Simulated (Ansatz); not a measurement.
# CF3 (trifluoromethyl radical) at RPA@PBE/STO-3G

What is the electronic atomisation energy of CF3 (trifluoromethyl radical) at RPA@PBE/STO-3G? 

The results are computed with Ansatz 0.2.0.

31 further runs of the same task are left out: 6 that didn't finish, 25 set aside as unsound or not needed.

## Step 1: Starting point

CF3 has 4 atoms, charge 0, and is taken as a doublet. SMILES: `F[C](F)F`. Geometry: relaxed at PBE0-D4/def2-TZVP.

Bond lengths: F1–C2 1.313 Å, C2–F3 1.313 Å, C2–F4 1.313 Å. Angles: F1–C2–F3 111.4°, F1–C2–F4 111.4°, F3–C2–F4 111.4°.

## Step 2: The energy at RPA@PBE/STO-3G

File molecule.yaml:

```yaml
crystal:
  periodic: [false, false, false]
  atoms:
    - {symbol: F, position_ang: [-1.227500, 0.024900, 0.265400]}
    - {symbol: C, position_ang: [-0.039500, -0.059500, -0.286700]}
    - {symbol: F, position_ang: [0.658900, -1.044900, 0.227300]}
    - {symbol: F, position_ang: [0.608100, 1.079500, -0.205900]}
basis:
  gaussian:
    orbitals: STO-3G
accuracy: high
hamiltonian:
  xc: pbe
magnetization:
  spin_polarized: true
  initial_magnetization: 1
correlation:
  method: rpa
  frozen_orbitals: {C: 1, F: 1}
```

Launch:

```bash
ansatz run molecule.yaml --threads 1 --pin off --max-ram 2610MiB --events-out events.jsonl --progress --plain --runs-dir runs
```

Output:

```text
Warning: RAYON_NUM_THREADS=1 ignored (pool sized by the plan → 1); use --threads N
Functional definition: PBE
  name "PBE"
  parameter kappa = 0.804
  parameter beta = 0.06672455060314922
  exchange = pbe_x(kappa = kappa, mu = beta*pi^2/3)
  correlation = pbe_c(beta = beta)
366 factors; integrals over basis functions are off by at most 4.2e-8 eV
mean field evaluation 1: about -9045.0696 eV, gradient 8.1e0 eV
mean field evaluation 2: about -9045.0145 eV, gradient 8.1e0 eV
mean field evaluation 4: about -9045.4742 eV, gradient 1.4e0 eV
mean field evaluation 8: about -9045.4856 eV, gradient 1.3e-2 eV
mean field evaluation 16: about -9045.4856 eV, gradient 1.6e-7 eV
mean field -9045.48562874 eV, -332.4154656058 hartree, gradient 1.3e-8 eV, S^2 0.750357; 0 other end points of the search recorded, 0 dependent functions left out
4 core orbitals not correlated: weight in the atoms' cores, before any rotation towards them, 1.000 or more for the frozen orbitals, at most 0.000 for the correlated occupied ones
reference -9018.60622182 eV, -331.4276656209 hartree; 13, 12 occupied and 3, 4 virtual orbitals, 366 factors
Total energy: -9024.71151630 eV, -331.6520310548 hartree
```

Wall time 1.8 s (1 thread of Arm Neoverse V2, shared host); peak memory 0.13 GiB.

## Step 3: The C atom

File run.yaml:

```yaml
crystal:
  periodic: [false, false, false]
  atoms:
    - symbol: C
      position_ang: [0.000000, 0.000000, 0.000000]
basis:
  gaussian:
    orbitals: STO-3G
magnetization:
  spin_polarized: true
  initial_magnetization: 2
hamiltonian:
  xc: pbe
correlation:
  method: rpa
  frozen_orbitals: {C: 1}
accuracy: high
```

Launch:

```bash
ansatz run run.yaml --threads 1 --pin off --max-ram 2610MiB --events-out events.jsonl --progress --plain --runs-dir runs
```

Output, cut to the lines that bear on the results:

```text
Warning: RAYON_NUM_THREADS=1 ignored (pool sized by the plan → 1); use --threads N
[... 6 set-up lines as earlier in the session ...]
15 factors; integrals over basis functions are off by at most 9.8e-10 eV
mean field evaluation 1: about -1014.6260 eV, gradient 1.7e-12 eV
mean field evaluation 2: about -1014.6263 eV, gradient 7.8e-12 eV
mean field evaluation 4: about -1014.6261 eV, gradient 0.0e0 eV
mean field evaluation 8: about -1014.6262 eV, gradient 9.5e-2 eV
mean field evaluation 16: about -1014.6261 eV, gradient 1.1e-11 eV
mean field -1014.62632258 eV, -37.2868296162 hartree, gradient 1.5e-23 eV, S^2 2.000000; 7 other end points of the search recorded, 0 dependent functions left out
1 core orbitals not correlated: weight in the atoms' cores, before any rotation towards them, 1.000 or more for the frozen orbitals, at most 0.000 for the correlated occupied ones
reference -1012.21982732 eV, -37.1983925466 hartree; 3, 1 occupied and 1, 3 virtual orbitals, 15 factors
Total energy: -1013.94380846 eV, -37.2617476849 hartree
```

Wall time 0.34 s (1 thread of Arm Neoverse V2, shared host).

## Step 4: The F atom, same level

File input.yaml:

```yaml
crystal:
  periodic: [false, false, false]
  atoms:
    - symbol: F
      position_ang: [0.000000, 0.000000, 0.000000]
basis:
  gaussian: {orbitals: STO-3G}
magnetization: {spin_polarized: true, initial_magnetization: 1}
hamiltonian: {xc: pbe}
correlation: {method: rpa, frozen_orbitals: {F: 1}}
accuracy: high
```

Run the same way, it converges to -98.01752 Eh (log not shown).

## Step 5: Outcome

At RPA@PBE/STO-3G, 4 core orbitals frozen:

```
                                   quantity          value
                     molecule: total energy  -331.65203 Eh
 molecule: RPA correlation energy (valence)     -224.4 mEh
molecule: ⟨S²⟩ of the reference determinant          0.750
                       C atom: total energy   -37.26175 Eh
   C atom: RPA correlation energy (valence)      -63.4 mEh
  C atom: ⟨S²⟩ of the reference determinant          2.000
                       F atom: total energy   -98.01752 Eh
   F atom: RPA correlation energy (valence)      -31.0 mEh
  F atom: ⟨S²⟩ of the reference determinant          0.750
              electronic atomisation energy       9.190 eV
```

Taking the molecule apart into free atoms costs 9.19 eV (212 kcal/mol), before zero-point energy and without spin-orbit coupling. In a minimal basis such a difference can be off by several eV, whatever the method.
